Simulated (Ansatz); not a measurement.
Rh, space group P6_3/mmc: an equation of state with a fit, run with Ansatz's Python interface.

The script, `eos.py`:
```python
"""Energy against volume for Rh, with a fit."""

import warnings

import ansatz as az
import numpy as np
from scipy.optimize import curve_fit

vectors0 = np.array([
    [2.69174462, 0.0, 0.0],
    [-1.34587231, 2.33111922, 0.0],
    [0.0, 0.0, 8.79807013],
])
sites = [
    ("Rh", (0.0, 0.0, 0.0)),
    ("Rh", (1 / 3, 2 / 3, 0.25)),
    ("Rh", (0.0, 0.0, 0.5)),
    ("Rh", (2 / 3, 1 / 3, 0.75)),
]


def crystal_on(cell):
    crystal = az.Crystal(lattice=az.Lattice.of(cell))
    for symbol, position in sites:
        crystal = crystal.atom(symbol, position)
    return crystal

def vinet(v, e0, v0, b0, b1):
    eta = (v / v0) ** (1 / 3)
    return e0 + 2 * b0 * v0 / (b1 - 1) ** 2 * (2 - (5 + 3 * b1 * (eta - 1) - 3 * eta) * np.exp(-1.5 * (b1 - 1) * (eta - 1)))

warnings.simplefilter("ignore", az.DeckWarning)

# uniform scaling of the cell
volumes, energies, pressures = [], [], []
for scale in np.linspace(0.94, 1.06, 7):
    cell = vectors0 * scale ** (1 / 3)
    calculation = crystal_on(cell).calculation()
    calculation = calculation.mixing("anderson", ndim=8, beta=0.6)
    calculation = calculation.occupations("fermi_dirac", width=0.05)
    calculation = calculation.functional("lda")
    calculation = calculation.basis(500)
    calculation = calculation.kpoints(10, 10, 3)
    calculation = calculation.stress()
    summary = calculation.run(threads=1).report
    volumes.append(abs(np.linalg.det(cell)) / len(sites))
    energies.append(summary["free_energy_ev"] / len(sites))
    pressures.append(np.trace(summary["stress_gpa"]) / 3)
    print(f"V = {volumes[-1]:8.4f} A^3/atom  F = {energies[-1]:.5f} eV/atom  P = {pressures[-1]:8.3f} GPa")

guess = (min(energies), volumes[int(np.argmin(energies))], 0.5, 4.5)
(e0, v0, b0, b1), _ = curve_fit(vinet, np.array(volumes), np.array(energies), p0=guess, maxfev=20000)
print(f"Vinet fit: V0 = {v0:.4f} A^3/atom, B0 = {160.21766 * b0:.1f} GPa, B1 = {b1:.2f}")
print("largest residual", round(1000 * float(np.abs(vinet(np.array(volumes), e0, v0, b0, b1) - energies).max()), 3), "meV/atom")
```

From its runs, with one value withheld:

| V (Å³/atom) | F less the lowest row shown (meV/atom) |
| --- | --- |
| 12.973 | 5.58 |
| 13.249 | 0.00 |
| 13.525 | 5.77 |
| 13.801 | 21.54 |
| 14.078 | 46.10 |
| 14.354 | 78.39 |
| 14.630 | ? |

What is the missing energy at 14.630 Å³ an atom?

A third-order Birch-Murnaghan fit, E = E0 + (9 V0 B0 / 16) [(t - 1)³ B' + (t - 1)² (6 - 4t)] with t = (V0/V)^(2/3), through the 6 rows shown gives V0 = 13.241 Å³, B0 = 317.0 GPa, B' = 5.12 and E0 = -0.01 meV. At V = 14.630 Å³, t = 0.93569, and the fit extrapolates to 117.48 meV. The run gave 117.46 meV, a miss of 0.01 meV.

These settings explore the input space; cutoff and mesh may be short of convergence. Shape and fractional positions are held along the curve, so the bulk modulus is an upper value where they are free to relax. For a metal this k-point mesh is coarse: on a finer one energies can move by several to tens of meV an atom and pressures by half a GPa or more, differences at one mesh by less. Pressure is positive in compression. At these settings the cell as given stands under about -12 GPa, so it isn't at this functional's equilibrium volume. This isn't the structure that Rh takes at ambient conditions. Run time: 53 s on 1 thread of Arm Neoverse N1, on a shared host, peak memory 0.45 GiB.
